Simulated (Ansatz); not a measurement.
**CH3BrGeO: geometry optimisation from a Python script**

Wanted for CH3BrGeO: a geometry optimisation.

Program: Ansatz 0.2.0, driven from Python. Level of theory: CAM-B3LYP/def2-SVP. These are calculated values, not measurements.

## 1. Starting point

Bond lengths: Br1–Ge2 2.288 Å, Ge2–C3 1.895 Å, Ge2–O4 1.875 Å, C3–O4 1.324 Å, Ge2–H5 1.566 Å, C3–H6 1.144 Å, C3–H7 1.102 Å. Angles: Br1–Ge2–C3 114.0°, Br1–Ge2–O4 109.0°, Br1–Ge2–H5 121.3°, C3–Ge2–O4 41.1°, C3–Ge2–H5 123.2°, O4–Ge2–H5 105.3°, Ge2–C3–O4 68.6°, Ge2–C3–H6 115.8°, Ge2–C3–H7 119.2°, O4–C3–H6 108.5°, O4–C3–H7 115.7°, H6–C3–H7 118.2°, Ge2–O4–C3 70.3°.

The script holds or builds the structure itself.

## 2. Script

opt.py reads:

```python
'''Relax the CH3BrGeO molecule.'''

import ansatz as az
from ase import Atoms
import numpy as np

params = {
    'basis_set': 'def2-SVP',
    'xc': 'CAM-B3LYP',
}

atoms = Atoms(['Br', 'Ge', 'C', 'O', 'H', 'H', 'H'], positions=[
    (-2.6961, -0.0316, -0.2146),
    (-0.4979, 0.4495, -0.6286),
    (0.6907, -0.1614, 0.7156),
    (0.5409, -1.0632, -0.2422),
    (-0.0214, 0.9289, -2.0407),
    (1.7569, 0.2504, 0.6626),
    (0.2882, -0.4406, 1.7023),
])
system = az.Crystal.molecule_from_ase(atoms)

setup = (
    system.calculation()
    .basis(gaussian=params['basis_set'])
    .functional(params['xc'])
)
symbols = [site.symbol for site in system.cartesian_sites]
start = np.array([site.position_ang for site in system.cartesian_sites], dtype=float)
def progress(event):
    if event['event'] == 'relax_step':
        row = event['data']
        print(f'step {row["step"]:3d}  E = {row["lagrangian_ev"]:.6f} eV  largest force component {row["allowed_force_max_ev_ang"]:.4f} eV/A')


report = setup.relax(force_tolerance=0.005).session().plan().execute(on_event=progress).report
end = np.array(report['positions_ang'])

for key in ('converged', 'free_energy_ev', 'reference_energy_ev', 'n_frozen', 'n_occupied', 'n_virtual'):
    print(f'{key:22s} {report[key]}')

print('final positions (A) and the move of each atom')
for symbol, xyz, old in zip(symbols, end, start):
    print(f'{symbol:2s} {xyz[0]:10.5f} {xyz[1]:10.5f} {xyz[2]:10.5f}   {np.linalg.norm(xyz - old):7.4f}')
with open('ch3brgeo_opt.xyz', 'w') as handle:
    handle.write(f'{len(symbols)}\nrelaxed CH3BrGeO\n')
    handle.writelines(f'{s:2s} {x:11.6f} {y:11.6f} {z:11.6f}\n' for s, (x, y, z) in zip(symbols, end))
```

## 3. The calls as engine input

The package turns the script's settings into the engine's input:

```yaml
crystal:
  periodic: [false, false, false]
  atoms:
    - { symbol: Br, position_ang: [-2.6961, -0.0316, -0.2146] }
    - { symbol: Ge, position_ang: [-0.4979, 0.4495, -0.6286] }
    - { symbol: C, position_ang: [0.6907, -0.1614, 0.7156] }
    - { symbol: O, position_ang: [0.5409, -1.0632, -0.2422] }
    - { symbol: H, position_ang: [-0.0214, 0.9289, -2.0407] }
    - { symbol: H, position_ang: [1.7569, 0.2504, 0.6626] }
    - { symbol: H, position_ang: [0.2882, -0.4406, 1.7023] }
basis:
  gaussian:
    orbitals: def2-SVP
hamiltonian:
  xc: cam_b3lyp
relax:
  f_tol: 0.005
```

## 4. The run

Launch:

```sh
$ python opt.py
```

**Question.** What results will this script give? Wanted: total energy; dipole moment; moves of the relaxation; energy gained; last largest force component.

As calculated:

| quantity | value |
| --- | --- |
| total energy | -129684.4178 eV |
| dipole moment | 2.35 D |
| moves of the relaxation | 9 |
| energy gained | 0.354 eV |
| last largest force component | 0.0020 eV/Å |

What this shows: After 9 moves the largest shift is 0.161 Å, of atom 5 (H). The end point is the stationary point reached from this start; no frequency run checks that it is a minimum, and the basis set is modest.
